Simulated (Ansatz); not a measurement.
A nudged elastic band was laid between two geometries of a periodic cell of 17 atoms, HC$_{16}$ (host C, host structure diamond, interstitial H), cell charge +1.

Computed with DFT PBE, scalar-relativistic, plane waves, PAW (Ansatz). Settings: cutoff 420 eV, k mesh 3x3x3, fermi-dirac smearing 0.05 eV, no spin polarisation.

* movable images: 5
* climbing image: yes
* spring: 2.0 eV/Å²
* optimiser: fire
* start path: straight line
* force threshold: 0.05 eV/Å
* iteration limit: 58
* end points: relaxed

First end point:

```xyz
17
Lattice="0.0000 3.5700 3.5700 3.5700 0.0000 3.5700 3.5700 3.5700 0.0000" Properties=species:S:1:pos:R:3
C 0.045 0.017 0.018
C 0.973 0.905 0.875
C 1.847 1.817 0.022
C 2.737 2.693 0.922
C 1.836 0.006 1.812
C 2.721 0.899 2.700
C 3.612 1.790 1.813
C 4.506 2.675 2.701
C 0.108 1.877 1.745
C 0.941 2.694 2.707
C 1.817 3.571 1.806
C 2.634 4.404 2.768
C 1.818 1.775 3.591
C 2.695 2.664 4.491
C 3.606 3.538 3.638
C 4.495 4.466 4.494
H 3.703 4.381 2.260
```

Last end point:

```xyz
17
Lattice="0.0000 3.5700 3.5700 3.5700 0.0000 3.5700 3.5700 3.5700 0.0000" Properties=species:S:1:pos:R:3
C -0.022 -0.007 -0.045
C 0.867 0.887 0.840
C 1.757 1.798 -0.018
C 2.658 2.688 0.858
C 1.804 -0.013 1.703
C 2.660 0.875 2.631
C 3.542 1.768 1.736
C 4.504 2.586 2.569
C -0.022 1.787 1.740
C 0.866 2.672 2.634
C 1.754 3.566 1.752
C 2.611 4.494 2.640
C 1.757 1.769 3.509
C 2.657 2.645 4.399
C 3.481 3.628 3.611
C 4.443 4.461 4.429
H 3.990 3.651 2.544
```

Q: What changes between the two ends?

A: Contacts lost: C9–H17, C12–H17. Contacts made: C8–H17, C15–H17. The atom that moves furthest is H17, by 0.83 Å.

Q: What energy profile does the band end with?

A: The run converged. The highest image is number 2 of 0 to 6, 0.043 eV above the ends, which have the same energy within 2 meV. The profile has 2 maxima (images 2, 5) with wells between them (image 3): this band takes more than one step, which may be the mechanism or a detour left from its start path. By the program's own check the climbing image is of a kind that is not told: the force calls were inconclusive, a negative curvature could not be distinguished from the path's own, the only one lies far off the path, or fixed occupations may fill a level only in part (lowest curvatures found: -2.85 and 0.69 eV/Å²). Limits of this set-up: charged cell in a uniform background, uncorrected.

| image | path coordinate (Å) | energy (eV) | C9–H17 (Å) | C12–H17 (Å) | C8–H17 (Å) |
| --- | --- | --- | --- | --- | --- |
| 0 | 0.00 | 0.000 | 1.18 | 1.18 | 1.94 |
| 1 | 0.19 | 0.011 | 1.22 | 1.17 | 1.93 |
| 2 | 0.36 | 0.043 | 1.34 | 1.16 | 1.84 |
| 3 | 0.64 | 0.002 | 1.58 | 1.18 | 1.66 |
| 4 | 0.93 | 0.017 | 1.75 | 1.24 | 1.49 |
| 5 | 1.18 | 0.030 | 1.88 | 1.44 | 1.28 |
| 6 | 1.43 | 0.000 | 1.94 | 1.62 | 1.18 |

Q: What is the geometry of the highest image?

A: 
```xyz
17
Lattice="0.0000 3.5700 3.5700 3.5700 0.0000 3.5700 3.5700 3.5700 0.0000" Properties=species:S:1:pos:R:3
C 0.024 -0.003 -0.012
C 0.930 0.886 0.863
C 1.822 1.789 0.004
C 2.719 2.673 0.889
C 1.815 -0.009 1.778
C 2.703 0.883 2.669
C 3.595 1.772 1.783
C 4.499 2.648 2.672
C 0.050 1.830 1.728
C 0.916 2.681 2.668
C 1.804 3.554 1.769
C 2.617 4.449 2.673
C 1.801 1.768 3.554
C 2.672 2.662 4.449
C 3.615 3.513 3.614
C 4.485 4.452 4.465
H 3.763 4.322 2.519
```

Time of the run: 7.4 min on 1 thread of Intel(R) Xeon(R) 6975P-C (Granite Rapids), on a shared host, peak memory 0.49 GiB.
